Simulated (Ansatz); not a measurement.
# InAuC2N2: the cost of one run

Computed with Ansatz 0.2.0 (DFT PBE, scalar-relativistic, plane waves, PAW, unless a step's input says otherwise).

1 further run of the same task is left out (it didn't finish). Runs told in other sessions of the task aren't counted.

## (1) The structure to begin with

Symmetry: P-1, No. 2, triclinic system. Conventional cell: a = 4.395 Å, b = 4.530 Å, c = 8.272 Å, α = 96.43°, β = 92.39°, γ = 107.82°. In (site symmetry -1) has 2 N at 2.10 Å in its first shell of neighbours. C (site symmetry 1) is surrounded by 1 N at 1.17 Å and 1 Au at 1.92 Å. Au (site symmetry -1) has 2 C at 1.92 Å in its first shell of neighbours. Around N (site symmetry 1) lie 1 C at 1.17 Å.

As a file:

```cif
data_structure
_symmetry_space_group_name_H-M 'P 1'
_symmetry_Int_Tables_number 1
_cell_length_a 4.3952
_cell_length_b 4.5304
_cell_length_c 8.2722
_cell_angle_alpha 96.432
_cell_angle_beta 92.394
_cell_angle_gamma 107.822
_cell_volume 155.32
loop_
_atom_site_label
_atom_site_type_symbol
_atom_site_fract_x
_atom_site_fract_y
_atom_site_fract_z
_atom_site_occupancy
In1 In 0.50000 0.50000 0.50000 1
C1 C 0.18488 0.18488 0.81512 1
C2 C 0.81512 0.81512 0.18488 1
Au1 Au 0.00000 0.00000 0.00000 1
N1 N 0.29771 0.29771 0.70229 1
N2 N 0.70229 0.70229 0.29771 1
```

A structure generator made this guess: packed cyanide-bridged chains (P-1, No. 2). The dimensions are guesses.

## (2) The guess as it stands, on a coarse mesh

Input file input.yaml:

```yaml
crystal:
  lattice:
    - [4.39515787, 0.0, 0.0]
    - [-1.38657339, 4.312999, 0.0]
    - [-0.34552777, -1.08449283, 8.19348363]
  atoms:
    - { symbol: In, position: [0.5, 0.5, 0.5] }
    - { symbol: C, position: [0.184878, 0.184878, 0.815122] }
    - { symbol: C, position: [0.815122, 0.815122, 0.184878] }
    - { symbol: Au, position: [0.0, 0.0, 0.0] }
    - { symbol: "N", position: [0.29771434, 0.29771434, 0.70228566] }
    - { symbol: "N", position: [0.70228566, 0.70228566, 0.29771434] }
basis:
  ecutwfc: 420
kpoints:
  mp_grid: { grid: [4, 4, 2] }
hamiltonian:
  xc: pbe
scf:
  occupations: { method: gaussian, width: 0.1 }
  lower_state_search: "off"
output:
  forces: true
  stress: true
  eigenvalues: true
```

Launch:

```console
> ansatz run input.yaml --threads 1 --pin off --max-ram 2560MiB --backend cpu --events-out ev --progress --plain --runs-dir out
```

**Question.** How long does this run take on 1 thread of AMD EPYC 9R14 (Zen 4), shared host, and how much memory does it need?

About 3.2 s, with a peak of 0.48 GiB.
